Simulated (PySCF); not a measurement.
# C5H7MgN3O2, ions with solvent: NMR shifts, part 2 of 2

PySCF 2.14.0. Atoms count from 0, parts from 1. The steps go on from the part before.

### Step 5. Nuclear shieldings: 1050 fs

The job: settings as JSON, then the geometry in Å.

```
{"job": {"kind": "nmr", "xc": "PBE0", "basis": "pcSseg-1", "pop": false}, "charge": 0, "multiplicity": 1, "parts": [{"atoms": "0-4", "charge": 1, "multiplicity": 1}, {"atoms": "5-11", "charge": -1, "multiplicity": 1}, {"atoms": "12-14", "charge": 0, "multiplicity": 1}, {"atoms": "15-17", "charge": 0, "multiplicity": 1}]}
C     -0.601401     0.986706    -2.681309
Mg     0.417700     0.041789    -1.045489
H     -0.010445     0.577111    -3.593052
H     -1.674467     0.905660    -2.968307
H     -0.467871     2.051473    -2.645966
N      0.986465     1.498433     0.370886
C      0.092666     1.654793     1.113318
C     -0.977445     1.477645     1.939301
C     -1.815785     2.236900     2.758566
N     -2.650095     2.664709     3.467463
C     -1.398986     0.168756     1.697771
N     -1.433727    -0.945056     1.319611
O      0.037610    -1.902837    -0.659375
H     -0.409022    -2.775508    -0.818795
H     -0.507676    -1.651637     0.168410
O      2.525196     0.369795    -1.485394
H      2.389068     1.172198    -0.947205
H      3.454561     0.273742    -1.735181
```

With the program's defaults for keys left out, this is: GIAO PBE0/pcSseg-1 NMR shielding, non-relativistic, gas phase.

The log of the run:

```text
coarse grid: 16752 points
cycle   1  E = -708.4096322173  dE =  1.497e+00  |g| = 1.099e+00  |ddm| = 4.087e+00
cycle   2  E = -707.6095957427  dE =  8.000e-01  |g| = 2.184e+00  |ddm| = 2.872e+00
cycle   3  E = -708.6059718245  dE = -9.964e-01  |g| = 5.096e-01  |ddm| = 2.449e+00
cycle   4  E = -708.6591716082  dE = -5.320e-02  |g| = 1.233e-01  |ddm| = 4.038e-01
cycle   5  E = -708.6620293522  dE = -2.858e-03  |g| = 3.557e-02  |ddm| = 1.168e-01
cycle   6  E = -708.6622791403  dE = -2.498e-04  |g| = 1.784e-02  |ddm| = 3.975e-02
cycle   7  E = -708.6623430187  dE = -6.388e-05  |g| = 4.690e-03  |ddm| = 1.415e-02
cycle   8  E = -708.6623472911  dE = -4.272e-06  |g| = 1.682e-03  |ddm| = 4.344e-03
final grid: 160568 points
cycle   9  E = -708.7439611424  dE = -4.733e-05  |g| = 7.094e-03  |ddm| = 2.876e-02
cycle  10  E = -708.7439540369  dE =  7.106e-06  |g| = 9.293e-03  |ddm| = 1.113e-02
cycle  11  E = -708.7439694308  dE = -1.539e-05  |g| = 2.236e-03  |ddm| = 7.017e-03
cycle  12  E = -708.7439703922  dE = -9.614e-07  |g| = 8.638e-04  |ddm| = 2.204e-03
cycle  13  E = -708.7439705399  dE = -1.477e-07  |g| = 1.937e-04  |ddm| = 7.008e-04
cycle  14  E = -708.7439705427  dE = -2.801e-09  |g| = 1.509e-04  |ddm| = 2.080e-04
cycle  15  E = -708.7439705477  dE = -4.987e-09  |g| = 1.889e-05  |ddm| = 1.122e-04
cycle  16  E = -708.7439705478  dE = -8.754e-11  |g| = 6.783e-06  |ddm| = 2.390e-05
converged SCF energy = -708.7439705478

GIAO shielding tensors (ppm)
atom      isotropic    diamagn.    paramagn.     s11        s22        s33       span
  0 C      202.479     249.965     -47.485    192.079    205.541    209.818     17.738
  1 Mg     532.163     714.202    -182.039    495.982    501.282    599.226    103.244
  2 H       31.357      28.429       2.928     26.923     28.856     38.292     11.370
  3 H       31.777      30.701       1.076     27.585     28.064     39.683     12.099
  4 H       32.919      31.846       1.073     28.368     30.444     39.945     11.578
  5 N       18.434     345.051    -326.617   -122.280     -7.398    184.981    307.261
  6 C       33.006     261.654    -228.649    -75.094    -61.237    235.348    310.442
  7 C      179.619     259.404     -79.786    163.044    167.054    208.758     45.714
  8 C       71.199     254.349    -183.151    -45.325    -32.985    291.905    337.230
  9 N      -71.663     338.258    -409.921   -278.142   -161.525    224.677    502.819
 10 C       37.818     271.477    -233.659    -77.707    -67.308    258.468    336.175
 11 N      -15.831     341.904    -357.735   -173.956    -83.527    209.989    383.945
 12 O      299.106     394.674     -95.567    256.580    293.124    347.615     91.035
 13 H       27.737      29.506      -1.770     19.951     21.986     41.273     21.322
 14 H       23.291      30.397      -7.106      9.908     15.082     44.883     34.975
 15 O      310.396     393.331     -82.935    264.123    300.676    366.387    102.264
 16 H       27.622      30.691      -3.069     16.723     24.237     41.907     25.184
 17 H       28.569      29.365      -0.796     20.452     21.284     43.972     23.520
```

Wall time 33 s (1 thread of AMD EPYC 9R14, shared host); peak memory 1 GiB.

In short: δ C6 153.9, C10 149.1, C8 115.7, C7 7.3, H14 8.43, H16 4.09 ppm.

### Step 6. NMR shieldings: 1275 fs

The job: settings as JSON, then the geometry in Å.

```
{"job": {"kind": "nmr", "xc": "PBE0", "basis": "pcSseg-1", "pop": false}, "charge": 0, "multiplicity": 1, "parts": [{"atoms": "0-4", "charge": 1, "multiplicity": 1}, {"atoms": "5-11", "charge": -1, "multiplicity": 1}, {"atoms": "12-14", "charge": 0, "multiplicity": 1}, {"atoms": "15-17", "charge": 0, "multiplicity": 1}]}
C     -0.803067     0.390874    -2.041858
Mg     0.644615     0.083090    -0.494446
H     -1.459077     1.282053    -2.037410
H     -0.246258     0.341191    -2.998532
H     -1.399720    -0.465815    -1.895698
N      0.878601     1.744341     0.562301
C      0.032445     1.879658     1.339827
C     -1.080472     1.476980     2.099378
C     -1.993666     2.337832     2.725351
N     -2.770360     3.159290     3.011642
C     -1.002539     0.085781     1.850627
N     -0.766299    -0.947645     1.312908
O      0.985411    -2.109980    -0.670582
H      1.018104    -2.867957    -1.226864
H      0.309545    -2.396467    -0.037183
O      2.883847    -0.011867    -0.743265
H      3.001012     0.600106    -0.071484
H      3.588743     0.005508    -1.399098
```

Level: GIAO PBE0/pcSseg-1 NMR shielding, non-relativistic, gas phase.

The log of the run:

```text
coarse grid: 16752 points
cycle   1  E = -708.3703132332  dE =  1.580e+00  |g| = 1.149e+00  |ddm| = 4.080e+00
cycle   2  E = -707.0320879202  dE =  1.338e+00  |g| = 2.528e+00  |ddm| = 4.502e+00
cycle   3  E = -708.5790810590  dE = -1.547e+00  |g| = 5.357e-01  |ddm| = 4.225e+00
cycle   4  E = -708.6410124960  dE = -6.193e-02  |g| = 1.691e-01  |ddm| = 4.652e-01
cycle   5  E = -708.6452049960  dE = -4.192e-03  |g| = 8.985e-02  |ddm| = 2.328e-01
cycle   6  E = -708.6470047950  dE = -1.800e-03  |g| = 2.698e-02  |ddm| = 9.009e-02
cycle   7  E = -708.6471420716  dE = -1.373e-04  |g| = 1.110e-02  |ddm| = 2.496e-02
cycle   8  E = -708.6471636071  dE = -2.154e-05  |g| = 4.751e-03  |ddm| = 9.901e-03
cycle   9  E = -708.6471693921  dE = -5.785e-06  |g| = 6.647e-04  |ddm| = 4.801e-03
final grid: 160568 points
cycle  10  E = -708.7292342964  dE = -4.243e-05  |g| = 6.500e-03  |ddm| = 2.796e-02
cycle  11  E = -708.7292308830  dE =  3.413e-06  |g| = 7.539e-03  |ddm| = 1.067e-02
cycle  12  E = -708.7292428306  dE = -1.195e-05  |g| = 1.543e-03  |ddm| = 6.238e-03
cycle  13  E = -708.7292432809  dE = -4.503e-07  |g| = 7.122e-04  |ddm| = 1.533e-03
cycle  14  E = -708.7292433860  dE = -1.051e-07  |g| = 1.608e-04  |ddm| = 5.611e-04
cycle  15  E = -708.7292433885  dE = -2.586e-09  |g| = 1.130e-04  |ddm| = 1.707e-04
cycle  16  E = -708.7292433912  dE = -2.691e-09  |g| = 2.195e-05  |ddm| = 8.946e-05
cycle  17  E = -708.7292433913  dE = -1.035e-10  |g| = 6.362e-06  |ddm| = 2.491e-05
converged SCF energy = -708.7292433913

GIAO shielding tensors (ppm)
atom      isotropic    diamagn.    paramagn.     s11        s22        s33       span
  0 C      203.956     255.935     -51.980    193.839    203.697    214.330     20.491
  1 Mg     540.848     715.469    -174.621    495.817    498.316    628.411    132.594
  2 H       31.749      33.420      -1.670     27.182     28.874     39.192     12.010
  3 H       32.245      32.368      -0.123     27.772     29.471     39.492     11.719
  4 H       33.686      35.245      -1.559     29.243     31.669     40.145     10.902
  5 N       20.775     348.359    -327.584   -125.827    -37.291    225.443    351.270
  6 C       19.865     268.383    -248.518    -89.975    -74.680    224.252    314.227
  7 C      174.602     264.655     -90.053    156.702    158.550    208.553     51.851
  8 C       72.458     256.641    -184.183    -42.554    -30.676    290.605    333.159
  9 N      -70.900     339.701    -410.601   -276.590   -155.846    219.736    496.326
 10 C       32.572     266.164    -233.592    -89.367    -67.474    254.557    343.924
 11 N      -11.468     343.802    -355.269   -169.718    -77.170    212.485    382.204
 12 O      320.186     389.264     -69.078    289.142    315.677    355.741     66.599
 13 H       30.382      31.231      -0.849     22.057     23.296     45.793     23.737
 14 H       29.227      31.997      -2.771     19.395     25.936     42.348     22.953
 15 O      330.931     392.844     -61.913    290.540    331.220    371.032     80.492
 16 H       31.354      32.911      -1.557     21.356     27.375     45.331     23.976
 17 H       28.887      29.700      -0.813     20.529     22.124     44.008     23.478
```

Wall time 33 s (1 thread of AMD EPYC 9R14, shared host); peak memory 0.99 GiB.

In short: δ C6 167.1, C10 154.4, C8 114.5, C7 12.3, H17 2.83, H14 2.49 ppm.

### Step 7. Shielding tensors: 1500 fs

The job: settings as JSON, then the geometry in Å.

```
{"job": {"kind": "nmr", "xc": "PBE0", "basis": "pcSseg-1", "pop": false}, "charge": 0, "multiplicity": 1, "parts": [{"atoms": "0-4", "charge": 1, "multiplicity": 1}, {"atoms": "5-11", "charge": -1, "multiplicity": 1}, {"atoms": "12-14", "charge": 0, "multiplicity": 1}, {"atoms": "15-17", "charge": 0, "multiplicity": 1}]}
C     -0.329298     0.485349    -1.994228
Mg     0.824568    -0.495459    -0.635951
H     -0.833878     1.235506    -1.482629
H      0.130588     0.996832    -2.800914
H     -1.111641    -0.149648    -2.380625
N      1.369050     2.196501     0.316248
C      0.485412     1.982533     1.060643
C     -0.461995     1.474667     1.935892
C     -1.446277     2.085430     2.782047
N     -2.122503     2.709954     3.479093
C     -0.553075     0.206769     1.516110
N     -0.508012    -0.848810     0.961029
O      1.141849    -2.784222    -0.526338
H      1.259327    -2.897086     0.378184
H      0.216971    -3.091975    -0.643294
O      2.717476     0.055039    -1.077991
H      2.745838     0.970350    -0.870087
H      3.453276    -0.151194    -1.743769
```

With the program's defaults for keys left out, this is: GIAO PBE0/pcSseg-1 NMR shielding, non-relativistic, gas phase.

The log of the run:

```text
coarse grid: 16752 points
cycle   1  E = -708.3911478395  dE =  1.625e+00  |g| = 1.119e+00  |ddm| = 4.101e+00
cycle   2  E = -707.5902001307  dE =  8.009e-01  |g| = 2.208e+00  |ddm| = 2.884e+00
cycle   3  E = -708.5947285719  dE = -1.005e+00  |g| = 5.281e-01  |ddm| = 2.373e+00
cycle   4  E = -708.6530322886  dE = -5.830e-02  |g| = 1.122e-01  |ddm| = 4.101e-01
cycle   5  E = -708.6553943081  dE = -2.362e-03  |g| = 2.977e-02  |ddm| = 1.069e-01
cycle   6  E = -708.6555787275  dE = -1.844e-04  |g| = 1.368e-02  |ddm| = 3.450e-02
cycle   7  E = -708.6556150770  dE = -3.635e-05  |g| = 4.574e-03  |ddm| = 1.263e-02
cycle   8  E = -708.6556191705  dE = -4.093e-06  |g| = 1.272e-03  |ddm| = 3.987e-03
final grid: 160568 points
cycle   9  E = -708.7376349155  dE = -4.698e-05  |g| = 7.210e-03  |ddm| = 3.143e-02
cycle  10  E = -708.7376285881  dE =  6.327e-06  |g| = 9.098e-03  |ddm| = 1.169e-02
cycle  11  E = -708.7376439851  dE = -1.540e-05  |g| = 2.361e-03  |ddm| = 7.149e-03
cycle  12  E = -708.7376451044  dE = -1.119e-06  |g| = 8.035e-04  |ddm| = 2.125e-03
cycle  13  E = -708.7376452314  dE = -1.270e-07  |g| = 1.829e-04  |ddm| = 6.269e-04
cycle  14  E = -708.7376452343  dE = -2.890e-09  |g| = 1.363e-04  |ddm| = 2.143e-04
cycle  15  E = -708.7376452384  dE = -4.052e-09  |g| = 1.569e-05  |ddm| = 1.057e-04
cycle  16  E = -708.7376452384  dE = -5.002e-11  |g| = 5.029e-06  |ddm| = 1.599e-05
converged SCF energy = -708.7376452384

GIAO shielding tensors (ppm)
atom      isotropic    diamagn.    paramagn.     s11        s22        s33       span
  0 C      212.332     256.407     -44.075    201.002    216.893    219.101     18.099
  1 Mg     522.460     716.021    -193.561    475.924    479.897    611.560    135.636
  2 H       34.329      37.640      -3.311     29.035     32.530     41.421     12.386
  3 H       33.831      34.453      -0.622     29.021     30.308     42.164     13.142
  4 H       33.549      34.138      -0.589     28.860     29.849     41.939     13.079
  5 N      -27.646     342.391    -370.038   -191.116    -88.723    196.900    388.016
  6 C       50.083     264.034    -213.951    -63.098    -52.114    265.462    328.560
  7 C      179.991     263.332     -83.341    163.036    169.360    207.578     44.542
  8 C       74.204     254.063    -179.859    -42.607    -26.243    291.460    334.067
  9 N      -67.029     339.012    -406.040   -262.806   -166.821    228.541    491.347
 10 C       23.474     262.971    -239.497    -85.268    -77.542    233.232    318.500
 11 N        8.263     345.793    -337.529   -121.682    -10.743    157.214    278.896
 12 O      316.241     389.555     -73.314    290.799    314.127    343.798     52.998
 13 H       31.528      33.614      -2.086     23.909     26.287     44.387     20.478
 14 H       29.120      30.380      -1.260     22.511     24.076     40.772     18.261
 15 O      307.105     394.432     -87.327    270.432    296.839    354.045     83.612
 16 H       28.695      33.065      -4.370     18.440     24.622     43.022     24.583
 17 H       27.055      27.172      -0.117     19.072     21.021     41.071     21.999
```

It took 32 s on 1 thread of AMD EPYC 9R14, shared host; peak memory 1 GiB.

In short: δ C10 163.5, C6 136.8, C8 112.7, C7 6.9, H17 4.66, H16 3.02 ppm.

### Step 8. Comparing the runs: NMR shifts

Shifts (ppm) of some atoms, chosen among heavy atoms and hydrogens apart, with basis size and wall time:

| frame | C6 | C10 | H14 | H13 | N11 | N5 | O15 | functions | time |
| --- | --- | --- | --- | --- | --- | --- | --- | --- | --- |
| 375 fs | 152.3 | 139.3 | 6.75 | 2.40 | 274.8 | 260.9 | 36.9 | 221 | 42 s |
| 600 fs | 144.6 | 147.1 | 8.18 | 3.99 | 305.6 | 288.1 | 26.5 | 221 | 35 s |
| 825 fs | 161.4 | 134.0 | 5.72 | 2.21 | 282.6 | 262.8 | 6.5 | 221 | 33 s |
| 1050 fs | 153.9 | 149.1 | 8.43 | 3.98 | 283.6 | 249.3 | 25.7 | 221 | 33 s |
| 1275 fs | 167.1 | 154.4 | 2.49 | 1.33 | 279.2 | 247.0 | 5.1 | 221 | 33 s |
| 1500 fs | 136.8 | 163.5 | 2.60 | 0.19 | 259.5 | 295.4 | 29.0 | 221 | 32 s |

### Step 9. What came out

This closing draws on all 2 parts.

```
                                      quantity                                            value
13C shifts against TMS (PBE0/pcSseg-1, 375 fs)              152.3, 139.3, 113.8, 7.5, -26.3 ppm
 1H shifts against TMS (PBE0/pcSseg-1, 375 fs)  6.75, 4.46, 2.60, 2.40, -1.39, -1.59, -1.65 ppm
15N shifts against NH3 (PBE0/pcSseg-1, 375 fs)                          332.4, 274.8, 260.9 ppm
17O shifts against H2O (PBE0/pcSseg-1, 375 fs)                                   36.9, 20.7 ppm
      shieldings of Mg (PBE0/pcSseg-1, 375 fs)                                    Mg1 507.1 ppm
                      range of the shift of N5                               247.0 to 295.4 ppm
```

Shifts at one fixed geometry are not the observed spectrum, which averages over the motion. In the first frame run (375 fs): The largest span, 478 ppm, is at N9, where the paramagnetic term is -404 ppm. Among the atoms with a shift in every run: In ppm, N5 moves most: its shift spreads over 48.4 ppm, from 247.0 (1275 fs) to 295.4 (1500 fs). Tight-binding geometries are rough for metal atoms; that holds for every run here that uses one unrelaxed.
